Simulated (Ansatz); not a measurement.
## TaN, space group P6/mmm: an equation of state with a fit

Run with Ansatz's Python interface.

The script, `tan.py`:
```python
import ansatz as az
import numpy as np

VECTORS = np.array([
    [5.191, 0.0, 0.0],
    [-2.5955, 4.495538, 0.0],
    [0.0, 0.0, 2.908],
])
SITES = [
    ('Ta', (0.0, 0.0, 0.0)),
    ('Ta', (1 / 3, 2 / 3, 0.5)),
    ('Ta', (2 / 3, 1 / 3, 0.5)),
    ('N', (0.5, 0.0, 0.0)),
    ('N', (0.5, 0.5, 0.0)),
    ('N', (0.0, 0.5, 0.0)),
]


def crystal_on(cell):
    crystal = az.Crystal(lattice=az.Lattice.of(cell))
    for symbol, position in SITES:
        crystal = crystal.atom(symbol, position)
    return crystal

volumes, energies, pressures = [], [], []
for scale in np.linspace(0.94, 1.06, 7):
    cell = VECTORS * scale ** (1 / 3)
    setup = (
        crystal_on(cell).calculation()
        .occupations('fermi_dirac', width=0.05)
        .functional('r2scan', dispersion='d4')
        .basis(600)
        .kpoints(5, 5, 8)
        .stress()
    )
    summary = setup.run(threads=1).report
    volumes.append(abs(np.linalg.det(cell)) / len(SITES))
    energies.append(summary['free_energy_ev'] / len(SITES))
    pressures.append(np.trace(summary['stress_gpa']) / 3)
    print(f'V = {volumes[-1]:8.4f} A^3/atom  F = {energies[-1]:.5f} eV/atom  P = {pressures[-1]:8.3f} GPa')

x = np.array(volumes) ** (-2 / 3)
poly = np.polynomial.Polynomial.fit(x, energies, 3).convert()
roots = poly.deriv().roots()
x0 = min((r.real for r in roots if abs(r.imag) < 1e-9 and poly.deriv(2)(r.real) > 0), key=lambda r: abs(r - x.mean()))
v0 = x0 ** -1.5
b0 = 4 / 9 * poly.deriv(2)(x0) * v0 ** (-7 / 3) * 160.21766
b1 = 4 + 2 / 3 * x0 * poly.deriv(3)(x0) / poly.deriv(2)(x0)
print(f'V0 = {v0:.4f} A^3/atom, B0 = {b0:.1f} GPa, dB/dP = {b1:.2f}')
```

```console
$ python tan.py
V =  10.6317 A^3/atom  F = -5165.49390 eV/atom  P =   27.131 GPa
V =  10.8579 A^3/atom  F = -5165.52589 eV/atom  P =   18.349 GPa
V =  11.0841 A^3/atom  F = -5165.54612 eV/atom  P =   10.433 GPa
V =  11.3103 A^3/atom  F = -5165.55572 eV/atom  P =    3.296 GPa
V =  11.5366 A^3/atom  F = -5165.55575 eV/atom  P =   -3.140 GPa
V =  11.7628 A^3/atom  F = -5165.54715 eV/atom  P =   -8.941 GPa
V =  11.9890 A^3/atom  F = -5165.53077 eV/atom  P =  -14.169 GPa
V0 = 11.4233 A^3/atom, B0 = 324.8 GPa, dB/dP = 4.21
```

A third-order Birch-Murnaghan fit through the 7 points has its minimum at 11.42 Å³ an atom, 1.0 % above the typed cell, with a bulk modulus of 325 GPa and dB/dP = 4.2. From that minimum the energy rises by 63.0 meV an atom on the compressed side and 26.1 meV on the expanded side.

Notes:
- Absolute energies stand on the zero of these potentials, so only differences at equal settings mean something.
- Spin is left out of this run.
- Shape and fractional positions are held along the curve, so the bulk modulus is an upper value where they are free to relax.
- Dispersion corrections can be off by several per cent in the lattices of metals, and by several GPa in the pressure at a fixed cell.
- For a metal this k-point mesh is coarse: on a finer one energies can move by several to tens of meV an atom and pressures by half a GPa or more, differences at one mesh by less.
- Pressure is positive in compression.
- Spin-orbit coupling, which matters for elements this heavy, is left out.
- The starting cell is as deposited in a crystallographic database; the results hold for this polymorph, which needn't be the stable one.
- Run time: 67 s on 1 thread of Intel(R) Xeon(R) Processor @ 2.30GHz, on a shared host, peak memory 0.8 GiB.
